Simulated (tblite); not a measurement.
# C7H9BO2S: the cost of one run

Programs: tblite 0.8.0 and PySCF 2.14.0, with density-fitted response routines of our own. Each step states its level of theory. These are calculated values for one molecule, in the gas phase or a continuum, unless marked as measured. Atoms count from 0, in the outputs and in this text.

### 1 Starting geometry

20 atoms, charge 0, multiplicity 1; geometry from: force field or distance geometry start.

Bonds of the start (Å): B0–O1 1.49, O1–C2 1.41, C2–C3 1.54, C3–C4 1.57, C4–C5 1.50, C5–C6 1.39, C6–C7 1.40, C7–C8 1.38, C8–S9 1.69, C4–O10 1.42, O10–B0 1.46, S9–C5 1.68, B0–H11 1.19, C2–H12 1.11, C2–H13 1.11, C3–H14 1.10, C3–H15 1.10, C4–H16 1.12, C6–H17 1.09, C7–H18 1.08, C8–H19 1.08.

### 2 Optimising the geometry with GFN2-xTB

What the job is given:

```
{"job": {"kind": "relax", "xc": "GFN2-xTB", "basis": "xTB"}, "charge": 0, "multiplicity": 1}
B     -2.223800    -1.290000     1.078200
O     -3.020500    -0.912000    -0.122000
C     -2.656500     0.408200    -0.455600
C     -1.145100     0.580600    -0.685800
C     -0.393600     0.068600     0.590700
C      1.081400     0.112700     0.333200
C      1.822700    -0.804100    -0.406200
C      3.180500    -0.460200    -0.516200
C      3.509900     0.724900     0.110400
S      2.108200     1.357500     0.815000
O     -0.769800    -1.256600     0.925500
H     -2.707000    -1.126800     2.152500
H     -3.189700     0.675500    -1.395000
H     -3.022500     1.130000     0.311200
H     -0.844600    -0.015600    -1.563400
H     -0.908100     1.643600    -0.853500
H     -0.605300     0.761000     1.440400
H      1.393000    -1.700700    -0.849400
H      3.892100    -1.065000    -1.053400
H      4.493500     1.179100     0.140400
```

Run with:

```
> OMP_NUM_THREADS=1 python probes_run.py task.json out
```

The driver reads the jobs from task.json and runs them one after another.

Q: Estimate the wall time and peak memory of this first job on 1 thread of Arm Neoverse V1, shared host.

About 1.2 s, with a peak of 0.18 GiB.
